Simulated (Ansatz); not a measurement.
# F₃GaH₃N: basis-set convergence

One table from this session's results is given with a row withheld; the runs are named, their logs left out.

Computed with Ansatz 0.2.0, Gaussian basis. Level: one geometry, several basis sets.

The runs, in order: PBE0-D4/def2-SVP; ωB97M-V/def2-SVP; PBE0-D4/def2-QZVPP; ωB97M-V/def2-QZVPP; the functionals' def2-TZVPP values are taken from earlier runs.

## The relaxed structure

All runs share one geometry, relaxed beforehand with PBE0-D4 in a triple-zeta def2 set.

SMILES `[NH3+][Ga-]([F])([F])[F]`, 8 atoms, charge 0, spin multiplicity 1.

Atoms are counted from 1 here; the program's logs count them from 0.

Bond lengths: N1–Ga2 2.050 Å, N1–H6 1.015 Å, N1–H7 1.015 Å, N1–H8 1.015 Å, Ga2–F3 1.756 Å, Ga2–F4 1.756 Å, Ga2–F5 1.756 Å. Angles: Ga2–N1–H6 110.2°, Ga2–N1–H7 110.2°, Ga2–N1–H8 110.2°, H6–N1–H7 108.8°, H6–N1–H8 108.8°, H7–N1–H8 108.8°, N1–Ga2–F3 100.2°, N1–Ga2–F4 100.2°, N1–Ga2–F5 100.2°, F3–Ga2–F4 116.9°, F3–Ga2–F5 116.9°, F4–Ga2–F5 116.9°.

The first run:

in.yaml

```yaml
crystal:
  periodic: [false, false, false]
  atoms:
    - {symbol: N, position_ang: [-0.867671, -0.104768, 0.482175]}
    - {symbol: Ga, position_ang: [0.915536, 0.093271, -0.509927]}
    - {symbol: F, position_ang: [2.016937, -0.551929, 0.696627]}
    - {symbol: F, position_ang: [0.602052, -0.909394, -1.917604]}
    - {symbol: F, position_ang: [0.941079, 1.831437, -0.761450]}
    - {symbol: H, position_ang: [-1.493897, -0.708606, -0.041206]}
    - {symbol: H, position_ang: [-0.714076, -0.510213, 1.400177]}
    - {symbol: H, position_ang: [-1.307759, 0.803102, 0.595310]}
basis:
  gaussian: {orbitals: def2-SVP}
hamiltonian: {xc: pbe0, dispersion: d4}
output: {orbitals: {seedname: orbitals}}
```

The run is started by

```bash
$ ansatz run in.yaml --threads 4 --pin off --events-out ev --progress --plain --max-ram 10444MiB
```

Steps of the session up to this table: PBE0-D4 in def2-SVP; ωB97M-V in def2-SVP; PBE0-D4 in def2-QZVPP; ωB97M-V in def2-QZVPP.

One of the session's tables, all rows but one given; the rest of the session is left out.

```
functional       basis  HOMO (eV)
   PBE0-D4    def2-SVP      -9.96
   PBE0-D4  def2-TZVPP     -10.34
   PBE0-D4  def2-QZVPP     -10.43
   ωB97M-V    def2-SVP     -12.48
   ωB97M-V  def2-TZVPP     -12.91
   ωB97M-V  def2-QZVPP          ?
```

Q: Estimate the row for ωB97M-V, def2-QZVPP from the others.

The run gave: HOMO (eV): -12.99. In the column «HOMO (eV)» it is the lowest.
